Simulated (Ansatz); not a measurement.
# AlF4GeH3O: the cost of one run

Method: RKS PBE-D4/def2-SVP, in Ansatz 0.2.0.

## (1) The starting structure

Bond lengths: Ge1–F2 2.030 Å, Ge1–F3 1.680 Å, Ge1–F4 1.679 Å, Ge1–F5 1.679 Å, Ge1–O6 2.070 Å, O6–Al7 1.780 Å, Al7–H8 1.560 Å, Al7–H9 1.560 Å. Angles: F2–Ge1–F3 109.4°, F2–Ge1–F4 109.5°, F2–Ge1–F5 109.5°, F2–Ge1–O6 71.6°, F3–Ge1–F4 109.5°, F3–Ge1–F5 109.5°, F3–Ge1–O6 178.9°, F4–Ge1–F5 109.5°, F4–Ge1–O6 70.0°, F5–Ge1–O6 70.0°, Ge1–O6–Al7 125.0°, O6–Al7–H8 120.0°, O6–Al7–H9 120.0°, H8–Al7–H9 120.0°.

As a file:

```xyz
10

Ge    0.0000    0.0000    0.0000
F     0.0000    0.0000    2.0300
F     1.5842    0.0000   -0.5594
F    -0.7913    1.3709   -0.5594
F    -0.7913   -1.3709   -0.5594
O    -1.9644    0.0000    0.6527
Al   -3.2781   -0.9643   -0.0632
H    -3.0090   -2.4314   -0.5204
H    -4.6987   -0.3425   -0.2335
H    -1.1899    0.0000    1.7453
```

## (2) A restrained relaxation towards end A

Springs on the bonds that form and break draw the guess towards this end; the thresholds are loose.

Input file input.yaml:

```yaml
crystal:
  periodic: [false, false, false]
  atoms:
    - { symbol: Ge, position_ang: [0.0, 0.0, 0.0] }
    - { symbol: F, position_ang: [0.0, 0.0, 2.03] }
    - { symbol: F, position_ang: [1.5842, 0.0, -0.5594] }
    - { symbol: F, position_ang: [-0.7913, 1.3709, -0.5594] }
    - { symbol: F, position_ang: [-0.7913, -1.3709, -0.5594] }
    - { symbol: O, position_ang: [-1.9644, 0.0, 0.6527] }
    - { symbol: Al, position_ang: [-3.2781, -0.9643, -0.0632] }
    - { symbol: H, position_ang: [-3.009, -2.4314, -0.5204] }
    - { symbol: H, position_ang: [-4.6987, -0.3425, -0.2335] }
    - { symbol: H, position_ang: [-1.1899, 0.0, 1.7453] }
basis:
  gaussian: { orbitals: def2-SVP }
hamiltonian:
  xc: pbe
  dispersion: d4
relax:
  f_tol: 0.15
  max_steps: 25
  restrain:
    - { distance: [0, 5], at: 2.97, k: 30.0 }
    - { distance: [9, 1], at: 2.12, k: 30.0 }
    - { distance: [0, 1], at: 1.68, k: 30.0 }
    - { distance: [9, 5], at: 1.01, k: 30.0 }
```

Launch:

```sh
> ansatz run input.yaml --threads 4 --pin off --max-ram 5120MiB --backend cpu --events-out ev --progress --plain --runs-dir out
```

Q: Estimate wall time and peak memory on 4 threads of Arm Neoverse V1, shared host.

About 30 s, with a peak of 0.21 GiB.
